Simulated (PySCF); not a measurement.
# C6H8N2: the cost of one run

Computed with PySCF 2.14.0 and routines of our own; the level stands in each step. Atoms count from 0.

## 1. The system as given

16 atoms, charge 1, multiplicity 2; geometry from: GFN2-xTB.

## 2. Open-shell or spin-flip excitations: unrestricted TDA CAM-B3LYP/def2-SVP

The job: settings as JSON, then the geometry in Å.

```
{"job": {"kind": "uabs", "xc": "CAM-B3LYP", "basis": "def2-SVP", "nstates": 10, "tda": true}, "charge": 1, "multiplicity": 2}
N     -2.544116    -0.337436    -0.061938
C     -1.246384    -0.005370    -0.002479
C     -0.893908     1.366036     0.210434
C      0.432626     1.745975     0.269128
C      1.430947     0.802668     0.123452
C      1.101822    -0.575146    -0.084635
N      2.095450    -1.465454    -0.218339
C     -0.236763    -0.953737    -0.143447
H     -2.827611    -1.292343    -0.214782
H     -3.263128     0.361374     0.037196
H     -1.679794     2.097197     0.323308
H      0.689408     2.781594     0.428424
H      2.469533     1.092935     0.166245
H      3.059816    -1.176828    -0.179106
H      1.897161    -2.442706    -0.363216
H     -0.492658    -1.989816    -0.301657
```

Method: unrestricted TDA CAM-B3LYP/def2-SVP, vertical, gas phase, core orbitals frozen in the response.

Run with:

```console
> OMP_NUM_THREADS=1 python excited_run.py task.json out
```

The driver reads the jobs from task.json and runs them one after another.

**Question.** How long does this first job take on 1 thread of Arm Neoverse V1, shared host, and how much memory does it need?

About 75 s, with a peak of 0.65 GiB.
